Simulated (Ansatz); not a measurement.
**C2H6AlFOSi: a ladder of functionals and wavefunction methods**

Aim: compute C2H6AlFOSi with functionals from several rungs and with coupled cluster. The yardstick is the atomisation energy at the CCSD(T) limit.

Method: functionals in def2-TZVPP, the program's frozen cores in correlated methods; program: Ansatz 0.2.0, Gaussian basis.

Plan: PBE-D4, r2SCAN-D4, PBE0-D4, B3LYP-D4, ωB97X-V, ωB97M-V, B2PLYP; CCSD(T)/def2-TZVPP; MP2/def2-QZVPP; extrapolation to the limit.

## Step 1: The relaxed structure

All runs share one geometry, relaxed beforehand with PBE0-D4 in a triple-zeta def2 set.

12 atoms, charge 0, spin multiplicity 1.

Atoms are counted from 1 here; the program's logs count them from 0.

Bond lengths: C1–C2 1.314 Å, C1–H7 1.084 Å, C1–H8 1.083 Å, C2–F3 1.424 Å, C2–Si4 1.904 Å, Si4–O5 1.608 Å, Si4–H9 1.485 Å, Si4–H10 1.484 Å, O5–Al6 1.739 Å, Al6–H11 1.582 Å, Al6–H12 1.582 Å. Angles: C2–C1–H7 122.7°, C2–C1–H8 118.6°, H7–C1–H8 118.7°, C1–C2–F3 115.1°, C1–C2–Si4 136.4°, F3–C2–Si4 108.4°, C2–Si4–O5 101.4°, C2–Si4–H9 108.6°, C2–Si4–H10 108.5°, O5–Si4–H9 114.3°, O5–Si4–H10 114.5°, H9–Si4–H10 109.0°, Si4–O5–Al6 124.8°, O5–Al6–H11 116.4°, O5–Al6–H12 116.4°, H11–Al6–H12 123.4°.

## Step 2: PBE-D4 (GGA)

Input file in.yaml:

```yaml
crystal:
  periodic: [false, false, false]
  atoms:
    - {symbol: C, position_ang: [0.102855, -1.820768, -1.239590]}
    - {symbol: C, position_ang: [0.038973, -0.758757, -0.468591]}
    - {symbol: F, position_ang: [-0.270315, 0.458722, -1.139808]}
    - {symbol: Si, position_ang: [0.264052, -0.383368, 1.384453]}
    - {symbol: O, position_ang: [0.052504, 1.210359, 1.412458]}
    - {symbol: Al, position_ang: [-0.313708, 2.187249, 0.021215]}
    - {symbol: H, position_ang: [-0.067689, -1.779856, -2.308816]}
    - {symbol: H, position_ang: [0.335199, -2.776549, -0.786915]}
    - {symbol: H, position_ang: [-0.751801, -1.148814, 2.149913]}
    - {symbol: H, position_ang: [1.618347, -0.832235, 1.793996]}
    - {symbol: H, position_ang: [-1.826880, 2.607634, -0.165650]}
    - {symbol: H, position_ang: [0.895263, 2.981285, -0.618567]}
basis:
  gaussian: {orbitals: def2-TZVPP}
hamiltonian: {xc: pbe, dispersion: d4}
output: {forces: true, orbitals: {seedname: orbitals}}
```

On the command line:

```console
$ ansatz run in.yaml --threads 4 --pin off --events-out ev --progress --plain --max-ram 10444MiB
```

After this run come: r2SCAN-D4 (meta-GGA); PBE0-D4 (hybrid); B3LYP-D4 (hybrid); ωB97X-V (range-separated); ωB97M-V (range-separated); B2PLYP (double hybrid); CCSD(T) in def2-TZVPP; MP2 in def2-QZVPP.

Q: Predict the results of all the runs planned. Wanted: atomisation energy, CCSD(T)/CBS; farthest; mean size of error, hybrid; mean size of error, range-separated; gap, smallest and largest; T1 diagnostic; triples share of the correlation energy.

**Answer**, as computed:

| quantity | value |
| --- | --- |
| atomisation energy, CCSD(T)/CBS | 4468.4 kJ/mol |
| functionals within 22.3 kJ/mol (0.5 %) | r2SCAN-D4, B3LYP-D4, ωB97X-V, ωB97M-V |
| farthest | B2PLYP (-61.9 kJ/mol) |
| mean size of error, hybrid | 33.0 kJ/mol |
| mean size of error, range-separated | 5.0 kJ/mol |
| gap, smallest and largest | 4.51 eV (PBE-D4), 11.45 eV (ωB97X-V) |
| T1 diagnostic | 0.0129 |
| triples share of the correlation energy | 3.6 % |

What this shows: PBE-D4 is off by +36.8 kJ/mol. Double hybrids carry the basis error of their MP2 part in triple zeta, and no dispersion term here, so their miss is partly the set-up's. Misses under about 22.3 kJ/mol are within the doubt on the reference itself, which lacks core-valence correlation, relativity and higher excitations. Hartree-Fock recovers 73 % of the binding; the rest is correlation. Orbital gaps span 4.5 to 11.5 eV; exact exchange widens them.
